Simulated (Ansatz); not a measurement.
I need vertical and adiabatic energies of changing the electron count of FK. Use Ansatz's Python interface. Use (for the species named): PBE0, def2-SVP basis, multiplicity 1.

```xyz
2

F     1.0164   -0.3875    0.5057
K    -0.9869    0.3273   -0.5016
```

Script `adiabatic_fk.py`:
```python
# -*- coding: utf-8 -*-
"""How FK relaxes after losing an electron."""

import itertools
import logging
import sys
import warnings

import ansatz as az
from ase.data import atomic_numbers, covalent_radii
import numpy as np

logging.basicConfig(stream=sys.stdout, format="[%(levelname)s] %(message)s")
logger = logging.getLogger("run")
logger.setLevel(logging.INFO)

BASIS_SET = "def2-SVP"
FUNCTIONAL = "PBE0"
NET_CHARGE = 1

warnings.simplefilter("ignore", az.DeckWarning)

system = (
    az.Crystal.molecule()
    .atom("F", (1.0164, -0.3875, 0.5057))
    .atom("K", (-0.9869, 0.3273, -0.5016))
)

setup = system.calculation()
setup = setup.basis(gaussian=BASIS_SET)
setup = setup.functional(FUNCTIONAL)
symbols = [site.symbol for site in system.cartesian_sites]
start = np.array([site.position_ang for site in system.cartesian_sites], dtype=float)
data = setup.relax(force_tolerance=0.01).run(threads=1).report
end = np.array(data["positions_ang"])

minimum = az.Crystal.molecule()
for symbol, place in zip(symbols, end):
    minimum = minimum.atom(symbol, place.tolist())
ion = minimum.calculation()
ion = ion.basis(gaussian=BASIS_SET).functional(FUNCTIONAL)
ion = ion.charge(NET_CHARGE).spin("collinear", total=1)
vertical = ion.run(threads=1).report
settled = ion.relax(force_tolerance=0.01, max_steps=80).run(threads=1).report
logger.info(f"vertical ionisation energy   {vertical['free_energy_ev'] - data['free_energy_ev']:.3f} eV")
logger.info(f"adiabatic, no zero point     {settled['free_energy_ev'] - data['free_energy_ev']:.3f} eV")
logger.info(f"relaxation energy of the ion {vertical['free_energy_ev'] - settled['free_energy_ev']:.3f} eV")
ionised = np.array(settled["positions_ang"])
# pairs closer than 1.2 times the sum of covalent radii, before or after
radius = [covalent_radii[atomic_numbers[s]] for s in symbols]
span = lambda where, i, j: np.linalg.norm(where[i] - where[j])
bonded = [(i, j) for i, j in itertools.combinations(range(len(symbols)), 2) if min(span(end, i, j), span(ionised, i, j)) < 1.2 * (radius[i] + radius[j])]
logger.info("pair        before    after (A)")
for i, j in bonded:
    print(f"{symbols[i]}{i}-{symbols[j]}{j}".ljust(10), f"{span(end, i, j):8.4f} {span(ionised, i, j):8.4f}")
```

Output of `python adiabatic_fk.py`:
```text
[INFO] vertical ionisation energy   9.182 eV
[INFO] adiabatic, no zero point     8.620 eV
[INFO] relaxation energy of the ion 0.562 eV
[INFO] pair        before    after (A)
F0-K1        2.1387   2.8622
```

The energies are electronic: no zero-point or thermal terms, and the basis set is short of its limit. The product may relax into another structure. The relaxation finds the nearest minimum, so the adiabatic value is an upper bound. Run time: 22 s on 1 thread of Arm Neoverse V2, with other jobs on the host, peak memory 0.2 GiB.

(A comment or docstring line of the script was reworded after the run, the code is as it ran; lines on the test bed's own set-up are left out of the output.)
